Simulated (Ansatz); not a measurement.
# C8H16: up Jacob's ladder to CCSD(T)

Aim: compute C8H16 with functionals from several rungs and with coupled cluster. The yardstick is the atomisation energy at the CCSD(T) limit.

The runs use Ansatz 0.2.0, Gaussian basis; functionals in def2-TZVPP, the program's frozen cores in correlated methods.

Levels to be run: LDA (SPW92), PBE-D4, revPBE-D4, BLYP-D4, r2SCAN-D4, B97M-V, PBE0-D4, B3LYP-D4, r2SCANh-D4, r2SCAN0-D4, HSE06-D4, BHLYP-D4, CAM-B3LYP-D4, LC-ωPBE, ωB97X-V, ωB97M-V, B2PLYP, PBE-QIDH; CCSD(T)/def2-SVP; CCSD(T)/def2-TZVPP; MP2/def2-QZVPP; extrapolation to the limit; RPA on PBE.

**1. The relaxed structure**

An earlier PBE0-D4 in a triple-zeta def2 set relaxation fixed the geometry.

24 atoms, charge 0, spin multiplicity 1.

Atoms are counted from 1 here; the program's logs count them from 0.

Bond lengths: C1–C2 1.519 Å, C1–H9 1.092 Å, C1–H10 1.092 Å, C1–H11 1.094 Å, C2–C3 1.528 Å, C2–C4 1.499 Å, C2–H12 1.100 Å, C3–H13 1.093 Å, C3–H14 1.093 Å, C3–H15 1.094 Å, C4–C5 1.327 Å, C4–H16 1.091 Å, C5–C6 1.497 Å, C5–H17 1.090 Å, C6–C7 1.526 Å, C6–C8 1.526 Å, C6–H18 1.097 Å, C7–H19 1.095 Å and more. Angles: C2–C1–H9 111.7°, C2–C1–H10 110.4°, C2–C1–H11 111.0°, H9–C1–H10 107.9°, H9–C1–H11 108.0°, H10–C1–H11 107.7°, C1–C2–C3 111.0°, C1–C2–C4 114.0°, C1–C2–H12 107.8°, C3–C2–C4 109.9°, C3–C2–H12 107.0°, C4–C2–H12 106.8°, C2–C3–H13 111.0°, C2–C3–H14 111.4°, C2–C3–H15 110.4°, H13–C3–H14 108.0°, H13–C3–H15 108.1°, H14–C3–H15 107.8° and more.

**2. LDA**

This LDA is Slater exchange with PW92 correlation.

File in.yaml:

```yaml
crystal:
  periodic: [false, false, false]
  atoms:
    - {symbol: C, position_ang: [0.257893, -2.545849, -0.394048]}
    - {symbol: C, position_ang: [-0.539056, -1.572517, -1.244761]}
    - {symbol: C, position_ang: [0.009166, -1.516282, -2.669899]}
    - {symbol: C, position_ang: [-0.619755, -0.188589, -0.674355]}
    - {symbol: C, position_ang: [-0.049871, 0.254757, 0.438957]}
    - {symbol: C, position_ang: [-0.148058, 1.656025, 0.955480]}
    - {symbol: C, position_ang: [-0.814443, 1.679414, 2.328077]}
    - {symbol: C, position_ang: [1.231717, 2.305284, 1.015300]}
    - {symbol: H, position_ang: [-0.153303, -2.631353, 0.614406]}
    - {symbol: H, position_ang: [0.251413, -3.540632, -0.845490]}
    - {symbol: H, position_ang: [1.300998, -2.227565, -0.307562]}
    - {symbol: H, position_ang: [-1.570243, -1.949507, -1.311393]}
    - {symbol: H, position_ang: [-0.012533, -2.504068, -3.137419]}
    - {symbol: H, position_ang: [-0.573706, -0.834505, -3.294356]}
    - {symbol: H, position_ang: [1.044508, -1.163685, -2.667172]}
    - {symbol: H, position_ang: [-1.204775, 0.516614, -1.266307]}
    - {symbol: H, position_ang: [0.542931, -0.425754, 1.049705]}
    - {symbol: H, position_ang: [-0.770408, 2.230405, 0.258822]}
    - {symbol: H, position_ang: [-0.231184, 1.099543, 3.050339]}
    - {symbol: H, position_ang: [-1.817868, 1.250318, 2.287613]}
    - {symbol: H, position_ang: [-0.892545, 2.701473, 2.708548]}
    - {symbol: H, position_ang: [1.892543, 1.746823, 1.685792]}
    - {symbol: H, position_ang: [1.166819, 3.330123, 1.390805]}
    - {symbol: H, position_ang: [1.699773, 2.329550, 0.028918]}
basis:
  gaussian: {orbitals: def2-TZVPP}
hamiltonian: {xc: lda}
output: {orbitals: {seedname: orbitals}}
```

On the command line:

```bash
> ansatz run in.yaml --threads 5 --pin off --events-out ev --progress --plain --max-ram 66560MiB --backend cuda --devices 0, --max-vram 37GiB
```

After this run come: PBE-D4 (GGA); revPBE-D4 (GGA); BLYP-D4 (GGA); r2SCAN-D4 (meta-GGA); B97M-V (meta-GGA); B3LYP-D4 (hybrid); r2SCANh-D4 (hybrid); r2SCAN0-D4 (hybrid); HSE06-D4 (hybrid); BHLYP-D4 (hybrid); CAM-B3LYP-D4 (range-separated); LC-ωPBE (range-separated); ωB97X-V (range-separated); ωB97M-V (range-separated); B2PLYP (double hybrid); PBE-QIDH (double hybrid); CCSD(T) in def2-SVP; CCSD(T) in def2-TZVPP; MP2 in def2-QZVPP; RPA on PBE orbitals.

**Question.** What will the summary of the whole plan be? Wanted: atomisation energy, CCSD(T)/CBS; farthest beyond LDA; mean size of error, GGA; mean size of error, meta-GGA; mean size of error, hybrid; mean size of error, range-separated; mean size of error, double hybrid; gap, smallest and largest; T1 diagnostic.

**Answer**, as computed:

```
                               quantity                                                                                             value
        atomisation energy, CCSD(T)/CBS                                                                                     9773.3 kJ/mol
 functionals within 48.9 kJ/mol (0.5 %)  revPBE-D4, BLYP-D4, r2SCAN-D4, B97M-V, B3LYP-D4, r2SCANh-D4, LC-ωPBE, ωB97X-V, ωB97M-V, PBE-QIDH
                    farthest beyond LDA                                                                          BHLYP-D4 (-193.1 kJ/mol)
                mean size of error, GGA                                                                                       80.3 kJ/mol
           mean size of error, meta-GGA                                                                                       24.9 kJ/mol
             mean size of error, hybrid                                                                                       73.2 kJ/mol
    mean size of error, range-separated                                                                                       23.4 kJ/mol
      mean size of error, double hybrid                                                                                       46.4 kJ/mol
              gap, smallest and largest                                                         5.40 eV (LDA (SPW92)), 12.52 eV (LC-ωPBE)
                          T1 diagnostic                                                                                            0.0091
triples share of the correlation energy                                                                                             4.0 %
```

What this shows: The LDA atomisation energy is off by 1298.3 kJ/mol (13 %): it overbinds. PBE-D4 misses by +189.5 kJ/mol. Double hybrids carry the basis error of their MP2 part in triple zeta, and no dispersion term here, so their miss is partly the set-up's. The rungs range-separated, meta-GGA, double hybrid miss on average by less than the doubt on the reference (48.9 kJ/mol), so they tie. The reference freezes the cores and leaves out relativity and excitations past (T), so misses under about 48.9 kJ/mol can't be ranked. Hartree-Fock recovers 76 % of the binding; the rest is correlation. CCSD(T) in def2-SVP is off by -329.9 kJ/mol, which most functionals beat. Orbital gaps span 5.4 to 12.5 eV; exact exchange widens them.
